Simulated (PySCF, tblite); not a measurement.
# 2-pyridinemethanol: a rotation path, then NMR shifts on frames, part 2 of 2

tblite 0.8.0 and PySCF 2.14.0. Atoms count from 0.

## Step 5: Shielding tensors: image 5, PBE0/pcSseg-1

Job settings and geometry (Å):

```
{"job": {"kind": "nmr", "xc": "PBE0", "basis": "pcSseg-1", "pop": false}, "charge": 0, "multiplicity": 1}
O      2.273700    -0.265100     1.585300
C      1.918000    -0.693200     0.286500
C      0.528200    -0.228300    -0.074400
C     -0.602100    -0.914200     0.358300
C     -1.849500    -0.395400     0.055900
C     -1.925300     0.785300    -0.667000
C     -0.740000     1.393600    -1.049000
N      0.453200     0.905800    -0.759500
H      2.201300     0.695800     1.613700
H      2.628800    -0.309600    -0.457100
H      1.969700    -1.783800     0.311400
H     -0.496900    -1.826800     0.924100
H     -2.747700    -0.900500     0.381100
H     -2.877100     1.224300    -0.922300
H     -0.738800     2.320100    -1.608700
```

Level: GIAO PBE0/pcSseg-1 NMR shielding, non-relativistic, gas phase.

The log of the run:

```text
coarse grid: 13008 points
cycle   1  E = -362.2174439417  dE =  1.416e+00  |g| = 6.343e-01  |ddm| = 3.669e+00
cycle   2  E = -362.1590143101  dE =  5.843e-02  |g| = 8.707e-01  |ddm| = 1.291e+00
cycle   3  E = -362.2953202460  dE = -1.363e-01  |g| = 7.736e-02  |ddm| = 7.878e-01
cycle   4  E = -362.2964435533  dE = -1.123e-03  |g| = 2.935e-02  |ddm| = 9.918e-02
cycle   5  E = -362.2966377105  dE = -1.942e-04  |g| = 9.484e-03  |ddm| = 3.757e-02
cycle   6  E = -362.2966548254  dE = -1.711e-05  |g| = 4.665e-03  |ddm| = 1.200e-02
cycle   7  E = -362.2966605950  dE = -5.770e-06  |g| = 5.625e-04  |ddm| = 4.433e-03
final grid: 127056 points
cycle   8  E = -362.3522719597  dE = -3.232e-05  |g| = 9.192e-03  |ddm| = 3.680e-02
cycle   9  E = -362.3522616817  dE =  1.028e-05  |g| = 1.200e-02  |ddm| = 1.788e-02
cycle  10  E = -362.3522899581  dE = -2.828e-05  |g| = 1.467e-03  |ddm| = 9.985e-03
cycle  11  E = -362.3522904037  dE = -4.456e-07  |g| = 2.800e-04  |ddm| = 1.426e-03
cycle  12  E = -362.3522904148  dE = -1.109e-08  |g| = 1.815e-04  |ddm| = 4.260e-04
cycle  13  E = -362.3522904230  dE = -8.134e-09  |g| = 2.107e-05  |ddm| = 1.934e-04
cycle  14  E = -362.3522904231  dE = -9.902e-11  |g| = 4.491e-06  |ddm| = 2.187e-05
converged SCF energy = -362.3522904231

GIAO shielding tensors (ppm)
atom      isotropic    diamagn.    paramagn.     s11        s22        s33       span
  0 O      277.085     388.206    -111.121    243.215    266.574    321.467     78.252
  1 C      112.638     240.657    -128.019     97.277    109.884    130.754     33.477
  2 C       19.595     256.879    -237.284    -80.779    -11.084    150.647    231.426
  3 C       57.120     255.615    -198.496    -51.984     50.458    172.884    224.868
  4 C       43.852     252.525    -208.673    -71.251     21.912    180.895    252.146
  5 C       59.344     258.001    -198.657    -54.246     52.436    179.843    234.089
  6 C       31.608     250.373    -218.765    -76.680     25.207    146.297    222.977
  7 N      -86.383     332.147    -418.530   -381.359   -162.162    284.371    665.730
  8 H       31.089      32.053      -0.963     22.612     29.922     40.734     18.122
  9 H       26.580      28.535      -1.955     23.309     25.753     30.679      7.369
 10 H       26.910      28.712      -1.802     24.199     26.435     30.097      5.898
 11 H       23.965      32.693      -8.728     20.628     22.735     28.531      7.903
 12 H       23.679      30.570      -6.892     20.570     23.615     26.851      6.281
 13 H       24.330      30.553      -6.223     21.794     23.907     27.289      5.494
 14 H       22.804      30.033      -7.229     18.712     23.193     26.508      7.796
```

Wall time 53 s (1 thread of Intel Xeon at 2.50GHz, shared host); peak memory 0.78 GiB.

In short: δ C2 167.3, C6 155.3, C4 143.1, C3 129.8, H14 8.91, H12 8.04 ppm.

## Step 6: Nuclear shieldings: image 6, PBE0/pcSseg-1

Job settings and geometry (Å):

```
{"job": {"kind": "nmr", "xc": "PBE0", "basis": "pcSseg-1", "pop": false}, "charge": 0, "multiplicity": 1}
O      2.204000    -0.482900     1.623000
C      1.936100    -0.653600     0.246400
C      0.541900    -0.195500    -0.104900
C     -0.573000    -0.847200     0.414100
C     -1.829500    -0.347800     0.120000
C     -1.929000     0.779200    -0.682200
C     -0.757700     1.353200    -1.150200
N      0.445600     0.884800    -0.867800
H      2.076300     0.446500     1.844000
H      2.658500    -0.102800    -0.369200
H      2.046700    -1.725000     0.059800
H     -0.443300    -1.716500     1.039700
H     -2.716000    -0.825900     0.511300
H     -2.888800     1.203700    -0.932100
H     -0.776300     2.237800    -1.773800
```

With the program's defaults for keys left out, this is: GIAO PBE0/pcSseg-1 NMR shielding, non-relativistic, gas phase.

The log of the run:

```text
coarse grid: 13008 points
cycle   1  E = -362.2177700378  dE =  1.417e+00  |g| = 6.332e-01  |ddm| = 3.667e+00
cycle   2  E = -362.1609130840  dE =  5.686e-02  |g| = 8.655e-01  |ddm| = 1.256e+00
cycle   3  E = -362.2953623494  dE = -1.344e-01  |g| = 7.692e-02  |ddm| = 7.556e-01
cycle   4  E = -362.2964746361  dE = -1.112e-03  |g| = 2.918e-02  |ddm| = 9.974e-02
cycle   5  E = -362.2966647541  dE = -1.901e-04  |g| = 9.903e-03  |ddm| = 3.706e-02
cycle   6  E = -362.2966835341  dE = -1.878e-05  |g| = 4.723e-03  |ddm| = 1.230e-02
cycle   7  E = -362.2966894146  dE = -5.881e-06  |g| = 5.504e-04  |ddm| = 4.539e-03
final grid: 127056 points
cycle   8  E = -362.3523364546  dE = -3.185e-05  |g| = 9.365e-03  |ddm| = 3.803e-02
cycle   9  E = -362.3523254410  dE =  1.101e-05  |g| = 1.234e-02  |ddm| = 1.787e-02
cycle  10  E = -362.3523549711  dE = -2.953e-05  |g| = 1.406e-03  |ddm| = 1.008e-02
cycle  11  E = -362.3523553785  dE = -4.074e-07  |g| = 2.665e-04  |ddm| = 1.353e-03
cycle  12  E = -362.3523553876  dE = -9.066e-09  |g| = 1.811e-04  |ddm| = 4.139e-04
cycle  13  E = -362.3523553958  dE = -8.195e-09  |g| = 2.271e-05  |ddm| = 1.976e-04
cycle  14  E = -362.3523553959  dE = -1.164e-10  |g| = 4.846e-06  |ddm| = 2.378e-05
converged SCF energy = -362.3523553959

GIAO shielding tensors (ppm)
atom      isotropic    diamagn.    paramagn.     s11        s22        s33       span
  0 O      276.552     388.721    -112.170    252.721    260.422    316.513     63.793
  1 C      112.391     241.074    -128.682     92.380    111.582    133.212     40.831
  2 C       19.056     256.935    -237.879    -80.454    -10.968    148.591    229.045
  3 C       56.816     255.658    -198.842    -53.969     47.511    176.908    230.877
  4 C       44.245     252.622    -208.377    -70.976     22.474    181.235    252.211
  5 C       59.253     257.949    -198.696    -54.012     52.352    179.420    233.431
  6 C       32.286     250.322    -218.036    -75.509     26.098    146.268    221.776
  7 N      -86.627     331.726    -418.353   -379.974   -161.735    281.827    661.801
  8 H       31.080      32.251      -1.171     23.333     29.651     40.258     16.925
  9 H       26.623      28.683      -2.060     22.711     25.989     31.168      8.456
 10 H       26.728      28.428      -1.700     24.570     25.876     29.737      5.167
 11 H       23.819      32.608      -8.788     20.526     22.234     28.697      8.171
 12 H       23.676      30.660      -6.985     20.572     23.590     26.865      6.293
 13 H       24.354      30.561      -6.207     21.857     23.911     27.294      5.436
 14 H       22.867      29.958      -7.091     18.800     23.262     26.539      7.739
```

It took 56 s on 1 thread of Intel Xeon at 2.50GHz, shared host; peak memory 0.78 GiB.

This run: δ C2 167.9, C6 154.6, C4 142.7, C3 130.1, H14 8.85, H12 8.04 ppm.

## Step 7: Nuclear shieldings: image 8, PBE0/pcSseg-1

Job settings and geometry (Å):

```
{"job": {"kind": "nmr", "xc": "PBE0", "basis": "pcSseg-1", "pop": false}, "charge": 0, "multiplicity": 1}
O      2.159800    -0.826100     1.594100
C      1.952000    -0.577800     0.222500
C      0.547800    -0.122800    -0.092800
C     -0.549200    -0.721800     0.519700
C     -1.816900    -0.273800     0.193700
C     -1.944100     0.754200    -0.728200
C     -0.788000     1.288100    -1.275100
N      0.426200     0.866700    -0.966800
H      2.031200    -0.003400     2.079200
H      2.660600     0.164500    -0.166600
H      2.142100    -1.533100    -0.277900
H     -0.394200    -1.516400     1.233000
H     -2.689900    -0.721300     0.646800
H     -2.913400     1.133200    -1.011300
H     -0.828300     2.097700    -1.992200
```

Level: GIAO PBE0/pcSseg-1 NMR shielding, non-relativistic, gas phase.

The log of the run:

```text
coarse grid: 13008 points
cycle   1  E = -362.2200100907  dE =  1.420e+00  |g| = 6.318e-01  |ddm| = 3.673e+00
cycle   2  E = -362.1659299827  dE =  5.408e-02  |g| = 8.563e-01  |ddm| = 1.362e+00
cycle   3  E = -362.2972985712  dE = -1.314e-01  |g| = 7.583e-02  |ddm| = 8.231e-01
cycle   4  E = -362.2983541594  dE = -1.056e-03  |g| = 3.097e-02  |ddm| = 1.008e-01
cycle   5  E = -362.2985641679  dE = -2.100e-04  |g| = 1.182e-02  |ddm| = 4.008e-02
cycle   6  E = -362.2985948898  dE = -3.072e-05  |g| = 4.616e-03  |ddm| = 1.415e-02
cycle   7  E = -362.2986004587  dE = -5.569e-06  |g| = 5.349e-04  |ddm| = 4.490e-03
final grid: 127056 points
cycle   8  E = -362.3536435258  dE = -3.261e-05  |g| = 8.938e-03  |ddm| = 3.635e-02
cycle   9  E = -362.3536344574  dE =  9.068e-06  |g| = 1.157e-02  |ddm| = 1.786e-02
cycle  10  E = -362.3536604589  dE = -2.600e-05  |g| = 1.312e-03  |ddm| = 1.013e-02
cycle  11  E = -362.3536608061  dE = -3.472e-07  |g| = 2.461e-04  |ddm| = 1.301e-03
cycle  12  E = -362.3536608130  dE = -6.935e-09  |g| = 1.743e-04  |ddm| = 3.788e-04
cycle  13  E = -362.3536608207  dE = -7.702e-09  |g| = 2.414e-05  |ddm| = 1.926e-04
cycle  14  E = -362.3536608209  dE = -1.290e-10  |g| = 6.343e-06  |ddm| = 2.597e-05
converged SCF energy = -362.3536608209

GIAO shielding tensors (ppm)
atom      isotropic    diamagn.    paramagn.     s11        s22        s33       span
  0 O      290.808     388.690     -97.882    259.319    291.191    321.914     62.595
  1 C      113.093     241.094    -128.001     86.924    110.811    141.545     54.621
  2 C       17.715     257.083    -239.368    -81.267     -9.413    143.825    225.091
  3 C       59.303     255.580    -196.278    -52.870     47.253    183.525    236.395
  4 C       44.490     252.676    -208.186    -71.338     23.262    181.545    252.883
  5 C       59.681     257.855    -198.174    -52.444     52.900    178.587    231.031
  6 C       32.519     250.200    -217.681    -75.656     26.713    146.499    222.155
  7 N      -84.893     331.737    -416.630   -380.537   -160.285    286.142    666.679
  8 H       30.936      32.265      -1.329     23.543     28.397     40.868     17.324
  9 H       26.581      28.739      -2.158     21.559     26.436     31.746     10.188
 10 H       26.601      27.797      -1.196     23.825     26.177     29.803      5.978
 11 H       23.710      32.659      -8.949     20.282     21.711     29.137      8.855
 12 H       23.688      30.760      -7.073     20.557     23.599     26.906      6.349
 13 H       24.413      30.557      -6.144     21.902     24.000     27.336      5.434
 14 H       22.902      29.850      -6.948     18.842     23.296     26.569      7.728
```

Wall time 57 s (1 thread of Intel Xeon at 2.50GHz, shared host); peak memory 0.78 GiB.

This run: δ C2 169.2, C6 154.4, C4 142.4, C3 127.6, H14 8.81, H12 8.03 ppm.

## Step 8: Comparing the runs: NMR shifts

Shifts (ppm) of some atoms, chosen among heavy atoms and hydrogens apart, with basis size and wall time:

```tsv
frame	C2	C3	C1	H11	H8	O0	N7	functions	time
image 0	166.4	125.6	67.0	7.34	4.38	1.4	326.6	171	54 s
image 2	168.4	126.0	69.5	7.33	2.92	21.0	338.1	171	56 s
image 5	167.3	129.8	74.3	7.75	0.63	59.0	354.1	171	53 s
image 6	167.9	130.1	74.5	7.90	0.64	59.5	354.4	171	56 s
image 8	169.2	127.6	73.8	8.01	0.78	45.3	352.6	171	57 s
```

## Step 9: Outcome

This closing draws on all 2 parts.

| quantity | value |
| --- | --- |
| barrier | 0.092 eV (2.1 kcal/mol) at image 5 |
| end to end (GFN2-xTB) | 0.078 eV |
| 13C shifts against TMS (PBE0/pcSseg-1, image 0) | 166.4, 154.0, 142.5, 126.5, 125.6, 67.0 ppm |
| 1H shifts against TMS (PBE0/pcSseg-1, image 0) | 8.87, 7.97, 7.37, 7.34, 5.22, 5.22, 4.38 ppm |
| 17O shifts against H2O (PBE0/pcSseg-1, image 0) | 1.4 ppm |
| 15N shifts against NH3 (PBE0/pcSseg-1, image 0) | 326.6 ppm |
| range of the shift of O0 | 1.4 to 59.5 ppm |

In words: Along the band the dihedral turns by 138°, and the top (dihedral 95°) lies 2.1 kcal/mol above the start (GFN2-xTB, rough), so at room temperature this motion is fast. The top was not checked by a frequency run. Shifts at one fixed geometry are not the observed spectrum, which averages over the motion. In the first frame run (image 0): Shielding is most anisotropic at N7 (span 634 ppm, paramagnetic term -392 ppm). NICS(1)zz of -28 ppm above the planar ring from C2 marks a diatropic (aromatic) ring current. Across the 5 runs the shift of O0 moves most, between 1.4 (image 0) and 59.5 ppm (image 6).
